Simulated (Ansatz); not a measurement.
# CoCl3 (ReO3 type): other levels of theory at one geometry, part 2 of 2

Aim: keep the cell of CoCl3 (ReO3 type) fixed and change the level of theory, to see how the gap, the moments and the pressure move. The cell was built by placing the elements on the sites of a structure type; the runs don't test whether it is the stable form.

Ansatz 0.2.0; DFT at several levels, plane waves, PAW. Earlier steps stand in the parts before.

### Step 3. PBE+U with U = 7 eV on Co 3d

File input.yaml:

```yaml
crystal:
  lattice:
    - [4.7790041477, 0.0, 0.0]
    - [0.0, 4.7790041477, 0.0]
    - [0.0, 0.0, 4.7790041477]
  atoms:
    - { symbol: Co, position: [0.0, 0.0, 0.0], spin: 2.68 }
    - { symbol: Cl, position: [0.5, 0.0, 0.0] }
    - { symbol: Cl, position: [0.0, 0.0, 0.5] }
    - { symbol: Cl, position: [0.0, 0.5, 0.0] }
basis:
  ecutwfc: 420
  ecutrho_ratio: 4
kpoints:
  mp_grid: { grid: [6, 6, 6] }
hamiltonian:
  xc: pbe
  hubbard: { sites: [{ species: Co, l: d, u_eff: 7.0 }] }
scf:
  occupations: { method: gaussian, width: 0.05 }
  lower_state_search: "off"
output:
  forces: true
  stress: true
  eigenvalues: true
  populations: true
  hubbard: { sites: [{ species: Co, l: d }] }
  dos: { projected: true, de: 0.02 }
magnetization:
  spin_polarized: true
checkpoint:
  read: start.run
  write: ck
  compress: false
  write_wavefunctions: false
  write_every: 100000
```

start.run holds the state of a PBE+U run on this cell.

Started as:

```
> ansatz run input.yaml --threads 2 --pin off --max-ram 2662MiB --backend cpu --events-out ev --progress --plain --runs-dir out
```

Standard output:

```text
Warning: checkpoint.read: the saved state's DFT+U term is not this run's: site 0 `u_ev`: saved 3.3, current 7. As far as this difference goes, the run starts from the state. It converges under its own deck, and can end on the saved state's solution where another lies lower in energy: compare its result with that of a run that reads no state
Warning: RAYON_NUM_THREADS=2 ignored (pool sized by the plan → 2); use --threads N
Co: projections on atomic orbitals take those of the free atom [Ne] 3s2 3p6 3d7 4s2, of charge +0.00 (hamiltonian.pseudopotentials.projection_atoms); the dataset's partial waves leave at most 1.4e-6 of an orbital's norm unspanned inside its sphere
Cl: projections on atomic orbitals take those of the free atom [Ne] 3s2 3p5, of charge +0.00 (hamiltonian.pseudopotentials.projection_atoms); the dataset's partial waves leave at most 2.1e-7 of an orbital's norm unspanned inside its sphere
Engine: ansatz 0.2.0, aarch64-unknown-linux-gnu
Pseudopotentials: kind: paw
Pseudopotential: Co, paw, valence charge 17, recommended cutoff 420 eV (normal), Co.paw.azcp
Pseudopotential: Cl, paw, valence charge 7, recommended cutoff 420 eV (normal), Cl.paw.azcp
Functional definition: PBE
  parameter kappa = 0.804
  parameter beta = 0.06672455060314922
  exchange = pbe_x(kappa = kappa, mu = beta*pi^2/3)
  correlation = pbe_c(beta = beta)
Crystal: 4 atoms, lattice volume = 109.147 Å³
Basis set: ecut = 420 eV, 2103 PW (Γ), exchange–correlation on 64×64×64 points (8 copies of the dense FFT grid, shifted against one another)
Bands: 25, of which v1, the nominal top of the filled ones, is band 19 counted from 1 (18 counted from 0)
Symmetry: 12 space group operations
k-points: 32 of 216
Non-local potential: Co, projectors of the file, l = 0: 3, l = 1: 2, l = 2: 3, l = 3: 1
Non-local potential: Cl, projectors of the file, l = 0: 2, l = 1: 2, l = 2: 2
PAW form: soft (Blöchl's): semilocal exchange-correlation on the pseudo side does not see the compensation charge
PAW one-centre angular grid: Co, 590 points (default); XC on 64 Gauss nodes
PAW one-centre angular grid: Cl, 110 points (default); XC on 64 Gauss nodes
Initial density: read from a saved state, or passed on in memory by an earlier SCF of this step, an earlier step, the calling program or the single point that the run made first
Starting moments: Σ|m| = 2.68 μB on 1 of 4 sites; this step starts from the density that it was given
Initial wavefunctions: pseudopotential atomic-orbital guess
Functional: x = pbe(κ = 0.804, μ = 0.2195149727645171), c = pbe(β = 0.06672455060314922)
iter 1 solved again at ethr=4.13e-5 eV; its pass at ethr=3.10e-3 eV (dr2=1.57e-2 eV) is discarded
SCF iter   1: F=—  HF=-8363.712597 eV  |F-HF|=—  |Δ(HF+E_count)|=         —  Δρ=9.46e-3 (↑7.45e-3 ↓9.46e-3)  dr2=1.49e-2  dr2_m=6.86e-2  M=2.190 μB ∫|m|=3.247 μB  β_m=0.30  ethr=4.13e-5  ⟨swp⟩=2.0  Hψ=10245  notcnv=0
preconditioner: auto → none  [metal: Δε(μ)=0.009 eV  Ē_g=11.534 eV  σ=0.050 eV  W_gap=0.10  n_scr=26 (ndim 8)  ℏωp=19.5 eV  f_vac=0.232  D(μ)=3.80/eV (n_scr^D=26)]
SCF iter   2: F=—  HF=-8363.731487 eV  |F-HF|=—  |Δ(HF+E_count)|=   1.89e-2  Δρ=7.35e-3 (↑7.35e-3 ↓6.28e-3)  dr2=3.79e-3  dr2_m=4.45e-2  M=2.180 μB ∫|m|=3.285 μB  β_m=0.65  ethr=3.93e-5  ⟨swp⟩=2.1  Hψ=2676  notcnv=0
SCF iter   3: F=—  HF=-8363.791706 eV  |F-HF|=—  |Δ(HF+E_count)|=   6.02e-2  Δρ=6.53e-3 (↑6.14e-3 ↓6.53e-3)  dr2=1.25e-1  dr2_m=1.36e-3  M=2.118 μB ∫|m|=3.409 μB  β_m=0.47  ethr=9.99e-6  ⟨swp⟩=2.9  Hψ=4043  notcnv=0
SCF iter   4: F=—  HF=-8363.762871 eV  |F-HF|=—  |Δ(HF+E_count)|=   2.88e-2  Δρ=7.29e-4 (↑7.29e-4 ↓4.76e-4)  dr2=9.23e-5  dr2_m=3.50e-4  M=2.132 μB ∫|m|=3.426 μB  β_m=0.58  ethr=9.99e-6  ⟨swp⟩=3.0  Hψ=4001  notcnv=0  defer=53
SCF iter   5: F=—  HF=-8363.763194 eV  |F-HF|=—  |Δ(HF+E_count)|=   3.23e-4  Δρ=3.39e-4 (↑3.39e-4 ↓3.39e-4)  dr2=4.05e-6  dr2_m=1.13e-4  M=2.117 μB ∫|m|=3.446 μB  β_m=0.79  ethr=2.43e-7  ⟨swp⟩=2.0  Hψ=2693  notcnv=0  defer=52
SCF iter   6: F=—  HF=-8363.763391 eV  |F-HF|=—  |Δ(HF+E_count)|=   1.97e-4  Δρ=1.47e-4 (↑1.47e-4 ↓1.17e-4)  dr2=5.22e-6  dr2_m=1.57e-5  M=2.099 μB ∫|m|=3.466 μB  β_m=0.87  ethr=1.07e-8  ⟨swp⟩=3.0  Hψ=3394  notcnv=0  defer=52
SCF iter   7: F=—  HF=-8363.763423 eV  |F-HF|=—  |Δ(HF+E_count)|=   3.21e-5  Δρ=5.04e-5 (↑4.31e-5 ↓5.04e-5)  dr2=2.64e-6  dr2_m=1.38e-6  M=2.088 μB ∫|m|=3.478 μB  β_m=0.94  ethr=1.07e-8  ⟨swp⟩=2.5  Hψ=3022  notcnv=0  defer=52
SCF iter   8: F=—  HF=-8363.763426 eV  |F-HF|=—  |Δ(HF+E_count)|=   2.90e-6  Δρ=2.26e-5 (↑1.36e-5 ↓2.26e-5)  dr2=2.78e-7  dr2_m=1.80e-7  M=2.086 μB ∫|m|=3.480 μB  β_m=0.97  ethr=6.94e-9  ⟨swp⟩=2.5  Hψ=2964  notcnv=0  defer=52
SCF iter   9: F=—  HF=-8363.763427 eV  |F-HF|=—  |Δ(HF+E_count)|=   1.14e-6  Δρ=1.48e-5 (↑1.07e-5 ↓1.48e-5)  dr2=1.34e-7  dr2_m=8.82e-8  M=2.086 μB ∫|m|=3.480 μB  β_m=0.98  ethr=2.63e-10  ⟨swp⟩=7.4  Hψ=7418  notcnv=0
SCF iter  10: F=-8363.763428 eV  HF=-8363.763428 eV  |F-HF|=2.10e-8  |Δ(HF+E_count)|=   9.54e-7  Δρ=5.00e-6 (↑5.00e-6 ↓4.57e-6)  dr2=4.71e-8  dr2_m=1.30e-8  M=2.087 μB ∫|m|=3.479 μB  ethr=2.63e-10  ⟨swp⟩=5.2  Hψ=6611  notcnv=0
SCF 1 converged in 10 iterations: F = -8363.763428 eV  dr2 = 4.71e-8
SCF converged after 10 iterations
Magnetization: 2.0870 μB (20.0435 up, 17.9565 down)
Absolute magnetization: 3.4771 μB (∫|ρ↑−ρ↓|, with the PAW one-centre terms)
Spin contamination: 0.7602 ħ² per cell (⟨S²⟩ above its minimum at these occupations)
Per-site moments (μB) at R_I (Å): [(2.664611165493313, 0.9856696054631252), (-0.184843305289604, 0.9856696054631252), (-0.18484330528960466, 0.9856696054631252), (-0.1848433052896044, 0.9856696054631252)]
Free energy (F): -8363.763428 eV
Harris-Foulkes:  -8363.763428 eV  (|F-HF|=2.10e-8)
Internal energy: -8363.758113 eV  (E = F + TS)
E sigma→0 (E₀):  -8363.760770 eV
Entropy (-TS):   -0.005316 eV (-1.329 meV/atom)
Fermi energy:    1.138656 eV
--- Per-component energies (eV) ---
  E_band       = -652.204124
  E_kinetic    = 921.537875
  E_local      = -6225.372360  (includes V_loc(G=0)·N_el)
  E_nonlocal   = 548.036578
  E_hartree    = 2583.768109
  E_xc         = -473.922750
  E_vxc        = -562.484216  (∫ρ·V_xc dr)
  E_hubbard    = 0.968031  (on-site DFT+U / exact-exchange correction)
  E_vhub       = -23.223471  (the Hubbard potential's part of the band-sum identity)
  E_paw        = -3493.868409  (= ΣΔE_a)
  E_vpaw       = -478.229798  (= ΣTr[D̂ρ^β])
  E_aug_tail   = 0.000360  (compensation charges beyond the density's cutoff)
  E_ewald      = -2224.905547
  E_smearing   = -0.005316  (= −TS)
  E_closure    = 0.000000  (closes the sum)
  Σ components = -8363.763428   (vs F -8363.763428, Δ=0.00e0)
--- Forces (eV/Å), atoms counted from 1 ---
  atom   1  Co    -0.00000000     0.00000000    -0.00000000
  atom   2  Cl    -0.00000000     0.00000000     0.00000000
  atom   3  Cl     0.00000000    -0.00000000     0.00000000
  atom   4  Cl     0.00000000     0.00000000    -0.00000000
  max |Σ_I F_I| component: 4.21e-30 eV/Å
--- Stress (GPa, compression-positive) ---
        2.367006      -0.151651       0.151651
       -0.151651       2.367006       0.151651
        0.151651       0.151651       2.367006
  P = ⅓ Tr σ = 2.3670 GPa (23.670 kbar)
--- Band table (eV; the first three rows and the last of 64) ---
  k-point 0 ↑: bands = ["-95.9469", "-59.5571", "-59.0103", "-59.0103", "-13.0728", "-12.1885", "-12.1885", "-5.9736", "-5.1078", "-5.1078", "-4.6677", "-4.6677", "-2.3358", "-2.3035", "-2.3035", "0.5278", "0.5278", "0.5498", "0.7455", "0.7636", "0.7636", "4.5628", "7.9245", "10.9530", "11.0221"]
  k-point 1 ↑: bands = ["-95.9470", "-59.5571", "-59.0104", "-59.0104", "-13.0105", "-12.1990", "-12.1860", "-5.9822", "-5.4123", "-5.1111", "-4.7105", "-4.6867", "-2.2598", "-2.2372", "-1.9891", "0.4839", "0.4915", "0.5056", "0.5234", "0.7186", "0.7291", "5.1138", "8.2449", "11.0158", "11.1026"]
  k-point 2 ↑: bands = ["-95.9470", "-59.5571", "-59.0104", "-59.0104", "-12.8727", "-12.2267", "-12.1810", "-5.9993", "-5.9472", "-5.1182", "-4.7415", "-4.7218", "-2.1204", "-2.1001", "-1.4012", "-0.0160", "0.3903", "0.3907", "0.4461", "0.6834", "0.6871", "6.4579", "9.0512", "10.7565", "11.3668"]
  k-point 31 ↓: bands = ["-92.7029", "-56.1488", "-55.9464", "-55.9464", "-12.4422", "-12.4396", "-12.4396", "-4.5086", "-3.7668", "-3.7668", "-1.4250", "-1.2343", "-1.2343", "-0.2687", "-0.2687", "1.1436", "1.1448", "1.1448", "4.9966", "6.0156", "6.0156", "8.6601", "8.8415", "8.8435", "8.8435"]
Occupation matrices written to <dir>
--- Löwdin populations: 4 sites ---
  site symbol       q [e]    m [muB]
     0     Co     15.7373     2.7383
     1     Cl      7.3707    -0.2255
     2     Cl      7.3707    -0.2255
     3     Cl      7.3707    -0.2255
  spilling = 0.003963 (of n_electrons = 38.000000)
--- Occupation matrices: 1 shell (run DFT+U table (all-electron-ortho-atomic); ε = 7.33e-3) ---
  Co0 d_3D: site group Oh (m-3m)
  Co0 d_3D up     Tr n = 4.9510  λ = 0.977 0.977 0.999 0.999 0.999  [2× z2 0.50 (Eg 1.00) Eg(1.00) | 3× xz 0.33 (T2g 1.00) T2g(1.00)]
  Co0 d_3D dn     Tr n = 2.2375  λ = 0.036 0.105 0.105 0.996 0.996  [xz 0.33 (T2g 1.00) T2g(1.00) | 2× z2 0.47 (Eg 0.94) Eg(0.94) | 2× xz 0.31 (T2g 0.94) T2g(0.94)]
  Tr n, λ and their labels are of the run-group-symmetrised matrices; stabiliser: 12 of 96 elements of G0×{1,Θ} (closed), max defect 2.8e-15 at τ = 1.6e-3
```

Wall time 8.9 s (2 threads of Arm Neoverse V2, shared host); peak memory 0.48 GiB.

This gives: volume 27.287 Å³/atom, pressure 2.37 GPa, no gap, spin moments in the atoms' spheres Co 2.66; Cl -0.18 μB.

The density of states, summed over windows 1 eV wide (Fermi level at zero):

```csv
from,to,up,down,Cl 3p,Co 3d,Co 4s
-7,-6,1.05,0.00,0.09,0.90,0.01
-6,-5,2.09,0.12,0.23,1.93,0.04
-5,-4,0.40,2.53,0.99,1.73,0.14
-4,-3,0.70,0.87,1.35,0.09,0.07
-3,-2,0.77,1.72,2.21,0.22,0.01
-2,-1,2.50,2.36,4.47,0.29,0.03
-1,0,3.69,3.38,6.88,0.15,0.01
0,1,0.85,0.03,0.85,0.03,0.00
1,2,0.00,0.00,0.00,0.00,0.00
2,3,0.00,0.00,0.00,0.00,0.00
3,4,0.01,2.29,0.10,2.07,0.04
4,5,0.09,0.74,0.12,0.57,0.07
5,6,0.21,0.11,0.04,0.00,0.15
```

The projection uses the shells of the potentials' files: it has no valence p orbitals on Co, so such weight is missing from the shares.

The shells' filling, with natural orbitals sorted by occupation:

| shell | channel | electrons | over 0.8 | 0.2 to 0.8 | under 0.2 |
| --- | --- | --- | --- | --- | --- |
| Co 3d (atom 1) | up | 4.95 | 5 | 0 | 0 |
| Co 3d (atom 1) | down | 2.24 | 2 | 0 | 3 |

### Step 4. The ladder

What follows sums up all 2 parts.

| level | mesh | gap on the mesh (eV) | pressure (GPa) | largest spin moment (μB) | time |
| --- | --- | --- | --- | --- | --- |
| PBE+U with U = 2 eV on Co 3d | 6×6×6 | metal | -1.0 | 2.30 | 13 s* |
| PBE+U with U = 3.3 eV on Co 3d | 6×6×6 | metal | 0.0 | 2.44 | 35 s* |
| PBE+U with U = 7 eV on Co 3d | 6×6×6 | metal | 2.4 | 2.66 | 8.9 s* |

Times are on 2 threads of Arm Neoverse V2, shared host; some runs start from a saved state, which makes them quicker. * Includes bands or densities of states.

The pressure runs from -1.0 GPa (PBE+U with U = 2 eV on Co 3d) to 2.4 GPa (PBE+U with U = 7 eV on Co 3d); a negative pressure means that level wants a smaller cell, a positive one a larger cell. Every level gives a metal. Runs that start from the base's state can stay on it, so another U may have a lower state that wasn't reached. Total energies of different levels have different zeros and can't be compared.
